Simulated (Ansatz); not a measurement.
**BaTiO3 (P4mm): cell relaxations under several functionals from a Python script**

Aim: cell relaxations under several functionals, for BaTiO3 (P4mm), run from a script.

The COD entry's cell or inner coordinates are ideal or old and differ from later refinements, so a difference from it is no clean test against experiment.

Program: Ansatz 0.2.0, driven from Python. The levels of theory stand in the script. These are calculated values, not measurements.

## Step 1: The system

The structure is tetragonal, space group P4mm (No. 99). The conventional cell has a = 4.000 Å, b = 4.000 Å, c = 4.018 Å, α = 90.00°, β = 90.00°, γ = 90.00°. Around Ba (site symmetry 4mm) lie 12 O at 2.79 to 2.88 Å. Ti (site symmetry 4mm) has 6 O at 1.89 to 2.13 Å as nearest neighbours. Around O (site symmetry 4mm) lie 2 Ti at 1.89 to 2.13 Å. O (site symmetry 2mm) has 2 Ti at 2.00 Å and 4 Ba at 2.79 to 2.88 Å as nearest neighbours.

No structure file is read: the coordinates are typed or built in the script.

## Step 2: The script

File lattice.py:

```python
# -*- coding: utf-8 -*-
'''Relaxed cell of BaTiO3 under several functionals.'''

import ansatz as az
import numpy as np

def edges_and_angles(cell):
    cell = np.asarray(cell)
    a, b, c = np.linalg.norm(cell, axis=1)
    cosines = cell[1] @ cell[2] / (b * c), cell[0] @ cell[2] / (a * c), cell[0] @ cell[1] / (a * b)
    return (a, b, c, *np.degrees(np.arccos(cosines)))

crystal = (
    az.Lattice.from_parameters(3.9998, 3.9998, 4.018, alpha=90.0, beta=90.0, gamma=90.0)
    .atom('Ba', [0.0, 0.0, 0.0])
    .atom('Ti', [0.5, 0.5, 0.49])
    .atom('O', [0.5, 0.5, 0.019])
    .atom('O', [0.5, 0.0, 0.517])
    .atom('O', [0.0, 0.5, 0.517])
)

base = crystal.calculation().occupations('fixed').kpoints(density=2.7).relax(cell=True, force_tolerance=0.02)

levels = [('r2scan', 'rvv10'), ('pbe', 'd4'), ('pbe', 'd3bj'), ('pbe', 'none')]
print('level            a       b       c    alpha   beta  gamma  V/atom  steps')
for name, dispersion in levels:
    seen = []
    run = base.functional(name, dispersion=dispersion).session().plan()
    done = run.execute(on_event=lambda e: seen.append(e) if e['event'] == 'relax_step' else None)
    cell = done.lattice.cell_ang
    label = name if dispersion == 'none' else f'{name}+{dispersion}'
    print('{:13s} {:7.4f} {:7.4f} {:7.4f} {:6.2f} {:6.2f} {:6.2f}'.format(label, *edges_and_angles(cell)), f'{abs(np.linalg.det(cell)) / len(done.lattice.sites):7.3f} {len(seen):5d}')
```

## Step 3: What the engine is handed

The engine receives this input (first run):

```yaml
crystal:
  lattice:
    a: 3.9998
    b: 3.9998
    c: 4.018
    alpha: 90.0
    beta: 90.0
    gamma: 90.0
  atoms:
    - { symbol: Ba, position: [0.0, 0.0, 0.0] }
    - { symbol: Ti, position: [0.5, 0.5, 0.49] }
    - { symbol: O, position: [0.5, 0.5, 0.019] }
    - { symbol: O, position: [0.5, 0.0, 0.517] }
    - { symbol: O, position: [0.0, 0.5, 0.517] }
kpoints:
  mp_grid:
    kspacing: 0.37037037037037035
hamiltonian:
  xc: r2scan
  dispersion: rvv10
scf:
  occupations:
    method: fixed
relax:
  f_tol: 0.02
  cell: {}
```

## Step 4: Launch

Started as:

```
$ python lattice.py
```

**Question.** Rank the levels of theory by the volume of the relaxed cell.

The runs gave:

| quantity | value |
| --- | --- |
| runs compared | 4 |
| relaxed volume | 12.80 (r2scan rvv10) to 13.35 Å³/atom (pbe) |
| gap on the mesh | 2.00 (run 4) to 2.40 eV (run 1) |

In words: From smallest to largest: r2SCAN+RVV10 (12.80 Å³ an atom, -0.4 % against the start), PBE+D3BJ (12.93 Å³ an atom, +0.6 % against the start), PBE+D4 (13.01 Å³ an atom, +1.2 % against the start) and PBE (13.35 Å³ an atom, +3.8 % against the start). The spread is 4.3 % in volume. In run 1, over 6 moves the cell shrank by 0.4 % in volume, and the space group stayed P4mm. In run 4, over 9 moves the cell grew by 3.8 % in volume, and the space group stayed P4mm. Caveats:
- The run is spin-unpolarised.
- Of the deposited cell: the entry's cell lengths or inner coordinates differ somewhat from later room-temperature determinations.
